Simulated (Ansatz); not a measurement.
**WCl4O (SMILES O=[W](Cl)(Cl)(Cl)Cl): PBE0/def2-SVP (core potential)**

Aim: the vertical ionisation energy of WCl4O at PBE0/def2-SVP (core potential), from 2 runs. 

The results are computed with Ansatz 0.2.0.

### 1 The system as given

WCl4O: 6 atoms, total charge 0, spin state singlet. SMILES: `O=[W](Cl)(Cl)(Cl)Cl`. Geometry: relaxed at PBE0-D4/def2-TZVP.

Bond lengths: O1–W2 1.668 Å, W2–Cl3 2.287 Å, W2–Cl4 2.287 Å, W2–Cl5 2.287 Å, W2–Cl6 2.287 Å. Angles: O1–W2–Cl3 104.0°, O1–W2–Cl4 103.9°, O1–W2–Cl5 103.9°, O1–W2–Cl6 103.9°, Cl3–W2–Cl4 152.1°, Cl3–W2–Cl5 86.7°, Cl3–W2–Cl6 86.7°, Cl4–W2–Cl5 86.7°, Cl4–W2–Cl6 86.7°, Cl5–W2–Cl6 152.1°.

### 2 A single-point energy at PBE0/def2-SVP (core potential)

job.yaml

```yaml
crystal:
  periodic: [false, false, false]
  atoms:
    - symbol: O
      position_ang: [-0.010050, -1.747150, 0.186510]
    - symbol: W
      position_ang: [-0.000510, -0.089070, 0.009510]
    - symbol: Cl
      position_ang: [1.915280, 0.567920, 1.072290]
    - symbol: Cl
      position_ang: [-1.910010, 0.350500, -1.170330]
    - symbol: Cl
      position_ang: [1.129180, 0.249450, -1.950250]
    - symbol: Cl
      position_ang: [-1.123900, 0.668360, 1.852270]
basis:
  gaussian: {orbitals: def2-SVP}
total_charge: 0
hamiltonian: {xc: {name: PBE0}}
accuracy: high
output: {orbitals: {seedname: orbitals}}
```

Run with:

```console
ansatz run job.yaml --threads 1 --pin off --max-ram 3480MiB --events-out events.jsonl --progress --plain --runs-dir runs
```

Standard output:

```text
Warning: RAYON_NUM_THREADS=1 ignored (pool sized by the plan → 1); use --threads N
Functional definition: PBE0
  name "PBE0"
  parameter a = 0.25
  parameter kappa = 0.804
  parameter beta = 0.06672455060314922
  exchange = (1 - a)*pbe_x(kappa = kappa, mu = beta*pi^2/3) + a*exact_x
  correlation = pbe_c(beta = beta)
2465 factors; integrals over basis functions are off by at most 9.1e-9 eV
mean field evaluation 1: about -53923.4477 eV, gradient 7.0e1 eV
mean field evaluation 2: about -53770.2986 eV, gradient 2.6e2 eV
mean field evaluation 4: about -53932.3654 eV, gradient 1.9e1 eV
mean field evaluation 8: about -53933.4830 eV, gradient 1.1e0 eV
mean field evaluation 16: about -53933.4867 eV, gradient 4.3e-4 eV
mean field -53933.48671895 eV, -1982.0190794910 hartree, gradient 3.6e-8 eV, S^2 0.000000; 0 other end points of the search recorded, 0 dependent functions left out
reference -53933.48672327 eV, -1982.0190796498 hartree; 45, 45 occupied and 73, 73 virtual orbitals, 2465 factors
Total energy: -53933.48672327 eV, -1982.0190796498 hartree
```

It took 21 s on 1 thread of Arm Neoverse V2, shared host; peak memory 0.57 GiB.

### 3 The doublet cation

job.yaml

```yaml
crystal:
  periodic: [false, false, false]
  atoms:
    - {symbol: O, position_ang: [-0.010050, -1.747150, 0.186510]}
    - {symbol: W, position_ang: [-0.000510, -0.089070, 0.009510]}
    - {symbol: Cl, position_ang: [1.915280, 0.567920, 1.072290]}
    - {symbol: Cl, position_ang: [-1.910010, 0.350500, -1.170330]}
    - {symbol: Cl, position_ang: [1.129180, 0.249450, -1.950250]}
    - {symbol: Cl, position_ang: [-1.123900, 0.668360, 1.852270]}
basis:
  gaussian: {orbitals: def2-SVP}
total_charge: 1
magnetization: {spin_polarized: true, initial_magnetization: 1}
hamiltonian: {xc: pbe0}
accuracy: high
output: {orbitals: {seedname: orbitals}}
```

Run with:

```console
ansatz run job.yaml --threads 1 --pin off --max-ram 3480MiB --events-out events.jsonl --progress --plain --runs-dir runs
```

Standard output (excerpt; [...] marks lines left out):

```text
Warning: RAYON_NUM_THREADS=1 ignored (pool sized by the plan → 1); use --threads N
[... 7 set-up lines as earlier in the session ...]
2462 factors; integrals over basis functions are off by at most 9.1e-9 eV
mean field evaluation 1: about -53911.5111 eV, gradient 5.3e1 eV
mean field evaluation 2: about -53724.9751 eV, gradient 1.7e2 eV
mean field evaluation 4: about -53921.9869 eV, gradient 8.1e0 eV
mean field evaluation 8: about -53922.5170 eV, gradient 1.1e0 eV
mean field evaluation 16: about -53922.5246 eV, gradient 2.7e-3 eV
mean field evaluation 32: about -53922.5246 eV, gradient 7.2e-7 eV
mean field -53922.52455958 eV, -1981.6162275647 hartree, gradient 6.0e-8 eV, S^2 0.762184; 6 other end points of the search recorded, 0 dependent functions left out
reference -53922.52456412 eV, -1981.6162277316 hartree; 45, 44 occupied and 73, 74 virtual orbitals, 2462 factors
Total energy: -53922.52456412 eV, -1981.6162277316 hartree
```

It took 50 s on 1 thread of Arm Neoverse V2, shared host; peak memory 0.86 GiB.

### 4 What came out

Level: PBE0/def2-SVP (core potential).

```
                                          quantity           value
                       singlet WCl4O: total energy  -1982.01908 Eh
                        singlet WCl4O: HOMO energy        -9.00 eV
                        singlet WCl4O: LUMO energy        -5.05 eV
                      singlet WCl4O: HOMO–LUMO gap         3.94 eV
                      doublet cation: total energy  -1981.61623 Eh
doublet cation: HOMO energy (highest over α and β)       -14.76 eV
 doublet cation: LUMO energy (lowest over α and β)       -12.92 eV
                              doublet cation: ⟨S²⟩           0.762
vertical ionisation energy (to the doublet cation)       10.962 eV
```

In words: Removing an electron at fixed nuclei costs 10.96 eV (253 kcal/mol). The negative HOMO energy of the first species, 9.00 eV, lies 1.97 eV below that difference.
